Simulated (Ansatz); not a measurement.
# BF2H3O2: the cost of one run

All numbers below are computed with Ansatz 0.2.0 (RKS PBE/def2-SVP).

**1. The structure to begin with**

Bond lengths: B1–F2 1.670 Å, B1–F3 1.320 Å, B1–O4 1.410 Å, O4–H5 1.010 Å, B1–O6 1.710 Å, O6–H7 1.010 Å, F2–H8 1.041 Å, O6–H8 1.132 Å. Angles: B1–F2–H8 80.7°, F2–B1–F3 120.0°, F2–B1–O4 120.0°, F2–B1–O6 71.6°, F3–B1–O4 120.0°, F3–B1–O6 96.8°, O4–B1–O6 101.3°, B1–O4–H5 109.5°, B1–O6–H7 109.5°, B1–O6–H8 76.7°, H7–O6–H8 40.8°, F2–H8–O6 131.0°.

Structure file:

```xyz
8

B     0.0000    0.0000    0.0000
F     0.0000    0.0000    1.6700
F     1.1431    0.0000   -0.6600
O    -1.2211    0.0000   -0.7050
H    -1.7308   -0.8467   -0.4965
O     0.0766    1.6210    0.5392
H     0.4753    1.6492    1.4668
H     0.0485    1.0264    1.5024
```

**2. Pulling towards end A**

Springs on the bonds that form and break draw the guess towards this end; the thresholds are loose.

input.yaml reads:

```yaml
crystal:
  periodic: [false, false, false]
  atoms:
    - { symbol: B, position_ang: [0.0, 0.0, 0.0] }
    - { symbol: F, position_ang: [0.0, 0.0, 1.67] }
    - { symbol: F, position_ang: [1.1431, 0.0, -0.66] }
    - { symbol: O, position_ang: [-1.2211, 0.0, -0.705] }
    - { symbol: H, position_ang: [-1.7308, -0.8467, -0.4965] }
    - { symbol: O, position_ang: [0.0766, 1.621, 0.5392] }
    - { symbol: H, position_ang: [0.4753, 1.6492, 1.4668] }
    - { symbol: H, position_ang: [0.0485, 1.0264, 1.5024] }
basis:
  gaussian: { orbitals: def2-SVP }
hamiltonian:
  xc: pbe
relax:
  f_tol: 0.15
  max_steps: 25
  restrain:
    - { distance: [0, 5], at: 2.61, k: 30.0 }
    - { distance: [7, 1], at: 2.12, k: 30.0 }
    - { distance: [0, 1], at: 1.32, k: 30.0 }
    - { distance: [7, 5], at: 1.01, k: 30.0 }
output:
  orbitals: {}
```

The run is started by

```console
ansatz run input.yaml --threads 2 --pin off --max-ram 3072MiB --backend cpu --events-out ev --progress --plain --runs-dir out
```

Q: Estimate wall time and peak memory on 2 threads of AMD EPYC 9R45 (Zen 5), shared host.

About 7 s, with a peak of 0.14 GiB.
